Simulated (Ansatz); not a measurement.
**One shape, several levels: CH3Cl3Si (SMILES C[Si](Cl)(Cl)Cl)**

Aim: a comparison of 6 runs (HF/STO-3G, HF/3-21G, HF/def2-SVP, B3LYP/6-311G**, SVWN5/6-311G**, MP2/pcseg-1) of CH3Cl3Si. 

The results are computed with Ansatz 0.2.0.

1 further run of the same task is left out (set aside as unsound or not needed).

## (1) The molecule

CH3Cl3Si has 8 atoms, charge 0, and is taken as a singlet. As SMILES, `C[Si](Cl)(Cl)Cl`. The shape is that of a PBE0-D4/def2-TZVP optimisation.

Bond lengths: C1–Si2 1.841 Å, Si2–Cl3 2.039 Å, Si2–Cl4 2.039 Å, Si2–Cl5 2.039 Å, C1–H6 1.092 Å, C1–H7 1.092 Å, C1–H8 1.092 Å. Some angles: C1–Si2–Cl3 110.7°, C1–Si2–Cl4 110.7°, C1–Si2–Cl5 110.6°, Cl3–Si2–Cl4 108.3°, Cl3–Si2–Cl5 108.3°, Cl4–Si2–Cl5 108.3°, Si2–C1–H6 110.0°, Si2–C1–H7 110.0°, Si2–C1–H8 110.0°, H6–C1–H7 109.0°.

## (2) Energy and forces at HF/STO-3G (run 1)

Contents of molecule.yaml:

```yaml
crystal:
  periodic: [false, false, false]
  atoms:
    - {symbol: C, position_ang: [-0.728900, -0.279600, 0.686100]}
    - {symbol: Si, position_ang: [0.568900, 0.197900, -0.528700]}
    - {symbol: Cl, position_ang: [2.360400, -0.640000, -0.033600]}
    - {symbol: Cl, position_ang: [0.065900, -0.429500, -2.402200]}
    - {symbol: Cl, position_ang: [0.801200, 2.223000, -0.573800]}
    - {symbol: H, position_ang: [-0.844500, -1.365200, 0.700800]}
    - {symbol: H, position_ang: [-0.448300, 0.061100, 1.684800]}
    - {symbol: H, position_ang: [-1.682600, 0.175200, 0.410800]}
basis:
  gaussian:
    orbitals: STO-3G
hamiltonian:
  xc: hf
accuracy: high
output:
  forces: true
  orbitals: {seedname: orbitals}
```

Launch:

```
$ ansatz run molecule.yaml --threads 1 --pin off --max-ram 2610MiB --events-out events.jsonl --progress --plain --runs-dir runs
```

Output:

```text
Warning: RAYON_NUM_THREADS=1 ignored (pool sized by the plan → 1); use --threads N
Functional definition: HF
  name "HF"
  exchange = exact_x
  correlation = 0
910 factors; integrals over basis functions are off by at most 4.1e-9 eV
mean field evaluation 1: about -45948.0482 eV, gradient 2.6e1 eV
mean field evaluation 2: about -45948.1420 eV, gradient 2.6e1 eV
mean field evaluation 4: about -45951.3629 eV, gradient 1.0e0 eV
mean field evaluation 8: about -45951.3687 eV, gradient 1.2e-5 eV
mean field -45951.36865063 eV, -1688.6816509542 hartree, gradient 2.7e-8 eV, S^2 0.000000; 0 other end points of the search recorded, 0 dependent functions left out
the calculation of the forces begins
reference -45951.36865063 eV, -1688.6816509542 hartree; 37, 37 occupied and 7, 7 virtual orbitals, 910 factors
Total energy: -45951.36865063 eV, -1688.6816509542 hartree
Atom 0 at    -0.728900    -0.279600     0.686100 Å, force    -0.421191    -0.153409     0.394034 eV/Å
Atom 1 at     0.568900     0.197900    -0.528700 Å, force    -0.526229    -0.191263     0.493563 eV/Å
Atom 2 at     2.360400    -0.640000    -0.033600 Å, force     0.995680    -0.475593     0.289462 eV/Å
Atom 3 at     0.065900    -0.429500    -2.402200 Å, force    -0.294842    -0.357333    -1.042654 eV/Å
Atom 4 at     0.801200     2.223000    -0.573800 Å, force     0.118636     1.132135    -0.014253 eV/Å
Atom 5 at    -0.844500    -1.365200     0.700800 Å, force    -0.017941     0.421691     0.055639 eV/Å
Atom 6 at    -0.448300     0.061100     1.684800 Å, force    -0.181302    -0.164767    -0.350915 eV/Å
Atom 7 at    -1.682600     0.175200     0.410800 Å, force     0.327190    -0.211461     0.175123 eV/Å
Dipole moment:    -0.463234    -0.170564     0.433563 e Å
```

It took 2 s on 1 thread of AMD EPYC 7R43 (Zen 3), shared host; peak memory 0.13 GiB.

## (3) Energy and gradient at HF/3-21G (run 2)

Contents of run.yaml:

```yaml
basis:
  gaussian:
    orbitals: 3-21G.json
crystal:
  periodic: [false, false, false]
  atoms:
    - {symbol: C, position_ang: [-0.728900, -0.279600, 0.686100]}
    - {symbol: Si, position_ang: [0.568900, 0.197900, -0.528700]}
    - {symbol: Cl, position_ang: [2.360400, -0.640000, -0.033600]}
    - {symbol: Cl, position_ang: [0.065900, -0.429500, -2.402200]}
    - {symbol: Cl, position_ang: [0.801200, 2.223000, -0.573800]}
    - {symbol: H, position_ang: [-0.844500, -1.365200, 0.700800]}
    - {symbol: H, position_ang: [-0.448300, 0.061100, 1.684800]}
    - {symbol: H, position_ang: [-1.682600, 0.175200, 0.410800]}
total_charge: 0
hamiltonian:
  xc: hf
accuracy: high
output: {forces: true, orbitals: {seedname: orbitals}}
```

The basis set 3-21G is read from a file made from the Basis Set Exchange's data (not shown).

Launch:

```
$ ansatz run run.yaml --threads 1 --pin off --max-ram 2610MiB --events-out events.jsonl --progress --plain --runs-dir runs
```

Output:

```text
Warning: RAYON_NUM_THREADS=1 ignored (pool sized by the plan → 1); use --threads N
[... 4 set-up lines as earlier in the session ...]
1547 factors; integrals over basis functions are off by at most 7.0e-9 eV
mean field evaluation 1: about -46225.2357 eV, gradient 2.4e1 eV
mean field evaluation 2: about -46225.4599 eV, gradient 2.4e1 eV
mean field evaluation 4: about -46227.3840 eV, gradient 1.3e0 eV
mean field evaluation 8: about -46227.3992 eV, gradient 1.5e-3 eV
mean field -46227.39920131 eV, -1698.8255865917 hartree, gradient 1.8e-8 eV, S^2 0.000000; 0 other end points of the search recorded, 0 dependent functions left out
the calculation of the forces begins
reference -46227.39920131 eV, -1698.8255865917 hartree; 37, 37 occupied and 30, 30 virtual orbitals, 1547 factors
Total energy: -46227.39920131 eV, -1698.8255865917 hartree
Atom 0 at    -0.728900    -0.279600     0.686100 Å, force    -0.559177    -0.204610     0.523271 eV/Å
Atom 1 at     0.568900     0.197900    -0.528700 Å, force    -1.036452    -0.379500     0.970990 eV/Å
Atom 2 at     2.360400    -0.640000    -0.033600 Å, force     1.991509    -0.971701     0.608687 eV/Å
Atom 3 at     0.065900    -0.429500    -2.402200 Å, force    -0.620947    -0.732119    -2.088028 eV/Å
Atom 4 at     0.801200     2.223000    -0.573800 Å, force     0.216208     2.285848    -0.006232 eV/Å
Atom 5 at    -0.844500    -1.365200     0.700800 Å, force    -0.036890     0.268318     0.060230 eV/Å
Atom 6 at    -0.448300     0.061100     1.684800 Å, force    -0.144545    -0.117737    -0.207774 eV/Å
Atom 7 at    -1.682600     0.175200     0.410800 Å, force     0.190295    -0.148498     0.138856 eV/Å
Dipole moment:    -0.491632    -0.181035     0.460132 e Å
```

Run time: 2.7 s. Hardware: 1 thread of AMD EPYC 7R43 (Zen 3), shared host; peak memory 0.2 GiB.

Runs 3 to 5 aren't shown in full; the table further down has their settings and results.

## (4) Energy and gradient at MP2/pcseg-1 (run 6)

Contents of input.yaml:

```yaml
basis:
  gaussian:
    orbitals: pcseg-1.json
crystal:
  periodic: [false, false, false]
  atoms:
    - symbol: C
      position_ang: [-0.728900, -0.279600, 0.686100]
    - symbol: Si
      position_ang: [0.568900, 0.197900, -0.528700]
    - symbol: Cl
      position_ang: [2.360400, -0.640000, -0.033600]
    - symbol: Cl
      position_ang: [0.065900, -0.429500, -2.402200]
    - symbol: Cl
      position_ang: [0.801200, 2.223000, -0.573800]
    - symbol: H
      position_ang: [-0.844500, -1.365200, 0.700800]
    - symbol: H
      position_ang: [-0.448300, 0.061100, 1.684800]
    - symbol: H
      position_ang: [-1.682600, 0.175200, 0.410800]
correlation:
  method: mp2
  frozen_orbitals: {C: 1, Cl: 5, H: 0, Si: 5}
output: {forces: true, orbitals: {seedname: orbitals}}
accuracy: high
```

The basis set pcseg-1 is read from a file made from the Basis Set Exchange's data (not shown).

Launch:

```
$ ansatz run input.yaml --threads 1 --pin off --max-ram 2610MiB --events-out events.jsonl --progress --plain --runs-dir runs
```

Output:

```text
Warning: RAYON_NUM_THREADS=1 ignored (pool sized by the plan → 1); use --threads N
[... 4 set-up lines as earlier in the session ...]
2205 factors; integrals over basis functions are off by at most 3.9e-9 eV
mean field evaluation 1: about -46449.8782 eV, gradient 2.7e1 eV
mean field evaluation 2: about -46450.0011 eV, gradient 2.7e1 eV
mean field evaluation 4: about -46452.1549 eV, gradient 2.4e0 eV
mean field evaluation 8: about -46452.1839 eV, gradient 1.4e-1 eV
mean field evaluation 16: about -46452.1840 eV, gradient 2.8e-8 eV
mean field -46452.18400114 eV, -1707.0862756207 hartree, gradient 2.8e-8 eV, S^2 0.000000; 0 other end points of the search recorded, 0 dependent functions left out
21 core orbitals not correlated: weight in the atoms' cores, before any rotation towards them, 1.000 or more for the frozen orbitals, at most 0.000 for the correlated occupied ones
reference -46452.18400114 eV, -1707.0862756207 hartree; 16, 16 occupied and 64, 64 virtual orbitals, 2205 factors
second order -16.92786132 eV of doubles, -0.00000000 eV of singles
the calculation of the forces begins
Total energy: -46469.11186246 eV, -1707.7083630500 hartree
Atom 0 at    -0.728900    -0.279600     0.686100 Å, force    -0.014550    -0.004197     0.013699 eV/Å
Atom 1 at     0.568900     0.197900    -0.528700 Å, force    -0.038972    -0.012713     0.037121 eV/Å
Atom 2 at     2.360400    -0.640000    -0.033600 Å, force     0.248643    -0.138954     0.101485 eV/Å
Atom 3 at     0.065900    -0.429500    -2.402200 Å, force    -0.104592    -0.106607    -0.263031 eV/Å
Atom 4 at     0.801200     2.223000    -0.573800 Å, force     0.008591     0.300161     0.018442 eV/Å
Atom 5 at    -0.844500    -1.365200     0.700800 Å, force    -0.027702    -0.048477     0.022863 eV/Å
Atom 6 at    -0.448300     0.061100     1.684800 Å, force    -0.013762     0.003263     0.056953 eV/Å
Atom 7 at    -1.682600     0.175200     0.410800 Å, force    -0.057657     0.007524     0.012467 eV/Å
Dipole moment:    -0.339013    -0.124882     0.317277 e Å
```

It took 17 s on 1 thread of AMD EPYC 7R43 (Zen 3), shared host; peak memory 0.43 GiB.

## (5) The series

```
run           level  frozen core orbitals   energy (Eh)  dipole moment (D)  HOMO energy (eV)  LUMO energy (eV)  wall time
  1       HF/STO-3G                     –  -1688.681651               3.16            -11.08              6.69        2 s
  2        HF/3-21G                     –  -1698.825587               3.35            -12.96              3.39      2.7 s
  3     HF/def2-SVP                     –  -1706.668208               2.14            -12.41              4.54      6.9 s
  4  B3LYP/6-311G**                     –  -1710.281927               2.38             -9.05             -0.35       22 s
  5  SVWN5/6-311G**                     –  -1704.264621               2.41             -8.06             -1.32       11 s
  6     MP2/pcseg-1                    21  -1707.708363               2.31            -12.69              3.79       17 s
```

## (6) Outcome

| quantity | value |
| --- | --- |
| run 6: total energy | -1707.70836 Eh |
| run 6: dipole moment (correlated density) | 2.31 D |
| run 6: HOMO energy (Hartree–Fock orbitals) | -12.69 eV |
| run 6: LUMO energy (Hartree–Fock orbitals) | 3.79 eV |
| run 6: HOMO–LUMO gap (Hartree–Fock orbitals) | 16.48 eV |
| run 6: correlation energy (21 core orbitals frozen) | -622.1 mEh |
| run 6: largest force on an atom | 0.302 eV/Å |

In words: The dipole moment (its size) runs from 2.14 D (HF/def2-SVP) to 3.35 D (HF/3-21G). Over runs 1, 2, 3, 4, 5 the HOMO–LUMO gap runs from 6.74 eV (SVWN5/6-311G**) to 17.78 eV (HF/STO-3G). The two ends differ in method and basis. Totals of different functionals can't be ranked against each other. In run 1 the basis is minimal, so the values are rough. All runs together took 61 s, the longest 22 s.
